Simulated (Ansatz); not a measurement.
# HfI₂F₂: a ladder of functionals and wavefunction methods

An exercise on one series of results from a longer session: the logs are not shown, and one member is left open.

The runs use Ansatz 0.2.0, Gaussian basis; functionals in def2-TZVPP, the program's frozen cores in correlated methods.

Plan: LDA (SPW92), PBE-D4, revPBE-D4, BLYP-D4, r2SCAN-D4, B97M-V, PBE0-D4, B3LYP-D4, r2SCANh-D4, r2SCAN0-D4, HSE06-D4, BHLYP-D4, CAM-B3LYP-D4, LC-ωPBE, ωB97X-V, ωB97M-V, B2PLYP, PBE-QIDH; CCSD(T)/def2-SVP; CCSD(T)/def2-TZVPP; MP2/def2-QZVPP; extrapolation to the limit; RPA on PBE.

## Structure used throughout

An earlier PBE0-D4 in a triple-zeta def2 set relaxation fixed the geometry. Hf, I take the def2 core potential; no spin-orbit term is included.

SMILES `[F][Hf]([F])([I])[I]`, 5 atoms, charge 0, spin multiplicity 1.

Atoms are counted from 1 here; the program's logs count them from 0.

Bond lengths: F1–Hf2 1.881 Å, Hf2–F3 1.881 Å, Hf2–I4 2.698 Å, Hf2–I5 2.698 Å. Angles: F1–Hf2–F3 107.9°, F1–Hf2–I4 109.5°, F1–Hf2–I5 109.5°, F3–Hf2–I4 109.5°, F3–Hf2–I5 109.5°, I4–Hf2–I5 111.0°.

As a file:

```
F     0.2092   -0.5247    1.8997
Hf    0.1113   -0.1290    0.0634
F     1.3424   -1.2337   -0.8325
I    -2.3799   -0.6438   -0.8362
I     0.7668    2.4576   -0.3359
```

The first run:

in.yaml reads:

```yaml
crystal:
  periodic: [false, false, false]
  atoms:
    - {symbol: F, position_ang: [0.209189, -0.524670, 1.899742]}
    - {symbol: Hf, position_ang: [0.111256, -0.129040, 0.063377]}
    - {symbol: F, position_ang: [1.342369, -1.233654, -0.832469]}
    - {symbol: I, position_ang: [-2.379859, -0.643836, -0.836225]}
    - {symbol: I, position_ang: [0.766845, 2.457600, -0.335926]}
basis:
  gaussian: {orbitals: def2-TZVPP}
hamiltonian: {xc: lda}
output: {orbitals: {seedname: orbitals}}
```

Run with:

```console
> ansatz run in.yaml --threads 4 --pin off --events-out ev --progress --plain --max-ram 10444MiB
```

Steps of the session up to this table: LDA; PBE-D4 (GGA); revPBE-D4 (GGA); BLYP-D4 (GGA); r2SCAN-D4 (meta-GGA); B97M-V (meta-GGA); B3LYP-D4 (hybrid); r2SCANh-D4 (hybrid); r2SCAN0-D4 (hybrid); HSE06-D4 (hybrid); BHLYP-D4 (hybrid); CAM-B3LYP-D4 (range-separated); LC-ωPBE (range-separated); ωB97X-V (range-separated); ωB97M-V (range-separated); B2PLYP (double hybrid); PBE-QIDH (double hybrid).

One table of the session follows, with a row left open; its other results are not shown here.

It belongs to the step «Orbital energies across the functionals». 

```
  functional  HOMO (eV)  LUMO (eV)  gap (eV)
 LDA (SPW92)      -7.21      -3.14      4.06
      PBE-D4      -7.02      -2.89      4.13
   revPBE-D4      -6.95      -2.79      4.16
     BLYP-D4      -6.82      -2.74      4.08
   r2SCAN-D4          ?          ?         ?
      B97M-V      -7.28      -2.64      4.64
     PBE0-D4      -8.14      -2.18      5.95
    B3LYP-D4      -7.88      -2.35      5.52
  r2SCANh-D4      -7.74      -2.49      5.25
  r2SCAN0-D4      -8.35      -2.09      6.25
    HSE06-D4      -7.75      -2.55      5.20
    BHLYP-D4      -9.07      -1.30      7.76
CAM-B3LYP-D4      -9.32      -1.15      8.17
     LC-ωPBE     -10.62      -0.09     10.54
     ωB97X-V     -10.30      -0.15     10.14
     ωB97M-V     -10.17      -0.26      9.91
```

**Question.** Estimate the row for r2SCAN-D4.

Worked estimate for «HOMO (eV)». Against the share of exact exchange, r2SCANh-D4 (0.1, -7.74), r2SCAN0-D4 (0.25, -8.35) give a slope of -4.07 per unit share; at 0 the line stands at -7.33.

**Answer.** HOMO (eV): -7.34; LUMO (eV): -2.75; gap (eV): 4.59. In «HOMO (eV)» the line misses by +0.01.
